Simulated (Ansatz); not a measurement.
# La2Al3Sn: a relaxation

Wanted: a converged relaxation for La2Al3Sn, and a check of what comes out. The structure is shown as the input types it.

Computed with Ansatz 0.2.0 (DFT PBEsol, scalar-relativistic, plane waves, PAW; settings changed (as first typed), unless a step's input says otherwise).

1 further run of the same task is left out (it didn't finish).

## Step 1: The starting structure

It takes space group Pmm2 (No. 25, orthorhombic). Conventional cell: a = 4.504 Å, b = 4.510 Å, c = 7.826 Å, α = 90.00°, β = 90.00°, γ = 90.00°. Al (site symmetry mm2) has 3 Al at 2.54 to 2.55 Å as nearest neighbours. Al (site symmetry mm2) is surrounded by 1 Al at 2.54 Å and 2 Sn at 2.67 Å. Al (site symmetry mm2) has 2 Al at 2.55 Å and 1 Sn at 2.67 Å as nearest neighbours. Around La (site symmetry mm2) lie 10 Al at 3.37 to 3.45 Å and 2 Sn at 3.48 Å. Around La (site symmetry mm2) lie 8 Al at 3.40 to 3.54 Å and 4 Sn at 3.44 Å. Sn (site symmetry mm2) is surrounded by 3 Al at 2.67 Å.

Coordinates:

```
Al La Sn
1.0
     4.50367    0.00000    0.00000
     0.00000    4.50969    0.00000
     0.00000    0.00000    7.82630
Al La Sn
3 2 1
Cartesian
  2.2518 0.0000 6.4944
  2.2518 0.0000 1.2123
  2.2518 2.2548 5.3016
  0.0000 2.2548 7.8077
  0.0000 0.0000 3.9419
  2.2518 2.2548 2.6342
```

## Step 2: Input and run

Contents of input.yaml:

```yaml
crystal:
  lattice:
    - [4.50366791, 0.0, 0.0]
    - [0.0, 4.50968944, 0.0]
    - [0.0, 0.0, 7.8262959]
  atoms:
    - { symbol: Al, position: [0.5, 0.0, 0.82981206] }
    - { symbol: Al, position: [0.5, 0.0, 0.15490602] }
    - { symbol: Al, position: [0.5, 0.5, 0.67741391] }
    - { symbol: La, position: [0.0, 0.5, 0.99761892] }
    - { symbol: La, position: [0.0, 0.0, 0.50366974] }
    - { symbol: Sn, position: [0.5, 0.5, 0.33657934] }
basis:
  ecutwfc: "50 eV"
kpoints:
  mp_grid: { grid: [8, 8, 4] }
hamiltonian:
  xc: pbesol
scf:
  occupations: { method: gaussian, width: 0.05 }
  max_iter: 75
output:
  forces: true
  eigenvalues: true
  stress: true
relax:
  adjacent_minimum: "off"
  f_tol: 0.005
  max_steps: 80
  cell: { stress_tol: 0.05 }
```

Started as:

```sh
$ ansatz run input.yaml --threads 8 --pin off --max-ram 14336MiB --backend cpu --events-out ev --progress --plain --runs-dir out
```

What happens when this is run?

The SCF settled after 12 cycles, but the program rejected the state: the PAW expansion on Sn puts 2.22 electrons into one spin orbital, where Pauli's rule allows one and the program refuses over 2. Such a state lies outside what the potentials can describe, so there is no result.

The suspect setting: basis.ecutwfc is 50 eV. The basis cutoff is far too low: the plane waves can't represent the orbitals near the cores. The potentials' recommended cutoff is 420 eV.

What to do: set basis.ecutwfc to 420.
